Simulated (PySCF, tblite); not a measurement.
# C7H7OP: geometry, infrared bands and NMR shifts

Wanted: the infrared bands and NMR shifts of C7H7OP (`Cc1ccc(C=O)cp1`), by calculation.

The runs use tblite 0.8.0 and PySCF 2.14.0, with density-fitted response routines of our own; the level of theory stands in each step. All values are computed, except where a source is named. Atoms are numbered from 0 throughout.

## Step 1: The starting structure

16 atoms, charge 0, multiplicity 1; geometry from: force field or distance geometry start.

Bonds of the start (Å): C0–C1 1.52, C1–C2 1.39, C2–C3 1.42, C3–C4 1.42, C4–C5 1.49, C5–O6 1.23, C4–C7 1.39, C7–P8 1.84, P8–C1 1.85, C0–H9 1.09, C0–H10 1.09, C0–H11 1.09, C2–H12 1.09, C3–H13 1.08, C5–H14 1.10, C7–H15 1.10.

## Step 2: Relaxing the molecule with GFN2-xTB

What the job is given:

```
{"job": {"kind": "relax", "xc": "GFN2-xTB", "basis": "xTB"}, "charge": 0, "multiplicity": 1}
C      2.844800    -0.715800    -0.129700
C      1.346600    -0.499400    -0.049800
C      0.835200     0.786800    -0.170400
C     -0.537500     1.143000    -0.121700
C     -1.571600     0.203000     0.101600
C     -2.970900     0.702000     0.134100
O     -3.244100     1.890200    -0.005300
C     -1.376600    -1.160800     0.269000
P      0.271700    -1.980500     0.245800
H      3.199300    -0.379300    -1.100200
H      3.112400    -1.766300    -0.010100
H      3.338400    -0.143100     0.657100
H      1.525100     1.611300    -0.330100
H     -0.792700     2.188700    -0.237900
H     -3.758600    -0.041700     0.302800
H     -2.229200    -1.829300     0.433400
```

Launch:

```bash
$ OMP_NUM_THREADS=1 python probes_run.py task.json out
```

One launch serves the whole session: the jobs run in the order shown.

**Question.** This job is followed by: GFN2-xTB harmonic vibrations, gas phase; GIAO PBE0/pcSseg-1 NMR shielding, non-relativistic, gas phase. Predict these results of the whole session: strongest single infrared mode (GFN2-xTB); zero-point energy (GFN2-xTB); 13C shifts against TMS (PBE0/pcSseg-1); 1H shifts against TMS (PBE0/pcSseg-1, means over atoms taken as alike); 17O shifts against H2O (PBE0/pcSseg-1); 31P shifts against H3PO4 (PBE0/pcSseg-1).

As calculated:

| quantity | value |
| --- | --- |
| strongest single infrared mode (GFN2-xTB) | 1743 cm⁻¹, 449 km/mol |
| zero-point energy (GFN2-xTB) | 73.5 kcal/mol |
| 13C shifts against TMS (PBE0/pcSseg-1) | 196.9, 189.1, 172.1, 141.3, 140.6, 135.2, 28.2 ppm |
| 1H shifts against TMS (PBE0/pcSseg-1, means over atoms taken as alike) | 10.18, 9.38, 8.68, 8.33, 3.01 ppm |
| 17O shifts against H2O (PBE0/pcSseg-1) | 663.5 ppm |
| 31P shifts against H3PO4 (PBE0/pcSseg-1) | 225.4 ppm |

What this shows: The optimisation took 27 steps and gained 0.398 eV; among the close pairs (by a distance rule), C7–P8 changed most, from 1.841 to 1.729 Å. No mode is imaginary among the 42: a minimum at this level. The strongest single mode, at 1743 cm⁻¹, moves mainly C5 and O6. GFN2-xTB is a fitted tight-binding method: band positions and strengths are rough. Its intensities can rank the bands wrongly. C5 (aldehyde carbonyl carbon) lies farthest downfield among carbon, at 196.9 ppm; the double bond to the heteroatom, with no lone-pair donor beside it, deshields it most. The most deshielded hydrogen is H14 (hydrogen on an aldehyde carbonyl carbon), at 10.18 ppm: deshielded by the polar, anisotropic C=O bond. At PBE0/pcSseg-1: The largest span, 1318 ppm, is at O6, where the paramagnetic term is -727 ppm. NICS(1)zz of -25 ppm above the planar ring from C1 marks a diatropic (aromatic) ring current.
